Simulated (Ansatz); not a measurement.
# La4As3: the cost of one run

Method: DFT, PBE, plane-wave PAW, default files, scalar-relativistic, as far as a step names no other, in Ansatz 0.2.0.

1 further run of the same task is left out (it didn't finish).

### 1 Starting point

It takes space group I-43d (No. 220, cubic). Conventional cell: a = 9.216 Å, b = 9.216 Å, c = 9.216 Å, α = 90.00°, β = 90.00°, γ = 90.00°. Around La (site symmetry 3) lie 6 As at 3.04 to 3.35 Å. As (site symmetry -4) has 8 La at 3.04 to 3.35 Å as nearest neighbours.

As a file:

```
CELL_PARAMETERS angstrom
-4.60809 4.60809 4.60809
4.60809 -4.60809 4.60809
4.60809 4.60809 -4.60809
ATOMIC_POSITIONS crystal
La 0.36508 0.50000 0.00000
La 0.00000 0.36508 0.50000
La 0.50000 0.00000 0.86508
La 0.13492 0.13492 0.13492
La 0.00000 0.86508 0.50000
La 0.63492 0.63492 0.63492
La 0.86508 0.50000 0.00000
La 0.50000 0.00000 0.36508
As 0.87500 0.12500 0.75000
As 0.12500 0.75000 0.87500
As 0.37500 0.25000 0.62500
As 0.62500 0.37500 0.25000
As 0.75000 0.87500 0.12500
As 0.25000 0.62500 0.37500
```

### 2 Gradients at the starting positions

The input, input.yaml:

```yaml
crystal:
  lattice:
    - [-4.6080861649, 4.6080861649, 4.6080861649]
    - [4.6080861649, -4.6080861649, 4.6080861649]
    - [4.6080861649, 4.6080861649, -4.6080861649]
  atoms:
    - { symbol: La, position: [0.36507899, 0.5, 0.0] }
    - { symbol: La, position: [0.0, 0.36507899, 0.5] }
    - { symbol: La, position: [0.5, 0.0, 0.86507899] }
    - { symbol: La, position: [0.13492101, 0.13492101, 0.13492101] }
    - { symbol: La, position: [0.0, 0.86507899, 0.5] }
    - { symbol: La, position: [0.63492101, 0.63492101, 0.63492101] }
    - { symbol: La, position: [0.86507899, 0.5, 0.0] }
    - { symbol: La, position: [0.5, 0.0, 0.36507899] }
    - { symbol: As, position: [0.875, 0.125, 0.75] }
    - { symbol: As, position: [0.125, 0.75, 0.875] }
    - { symbol: As, position: [0.375, 0.25, 0.625] }
    - { symbol: As, position: [0.625, 0.375, 0.25] }
    - { symbol: As, position: [0.75, 0.875, 0.125] }
    - { symbol: As, position: [0.25, 0.625, 0.375] }
kpoints:
  mp_grid: { grid: [5, 5, 5] }
scf:
  occupations: { method: fermi_dirac, width: 0.05 }
hamiltonian:
  xc: pbe
  pseudopotentials: { kind: paw }
output:
  forces: true
  stress: true
  populations: true
  efg:
    quadrupole_moments_barn: { La: 0.206, As: 0.311 }
    contact_densities: true
```

On the command line:

```sh
$ ansatz run input.yaml --threads 1 --pin off --max-ram 2560MiB --backend cpu --events-out ev --progress --plain --runs-dir out
```

**Question.** How long does this run take on 1 thread of Intel Xeon Platinum 8259CL at 2.50GHz (Skylake/Cascade Lake), shared host, and how much memory does it need?

About 72 s, with a peak of 0.88 GiB.
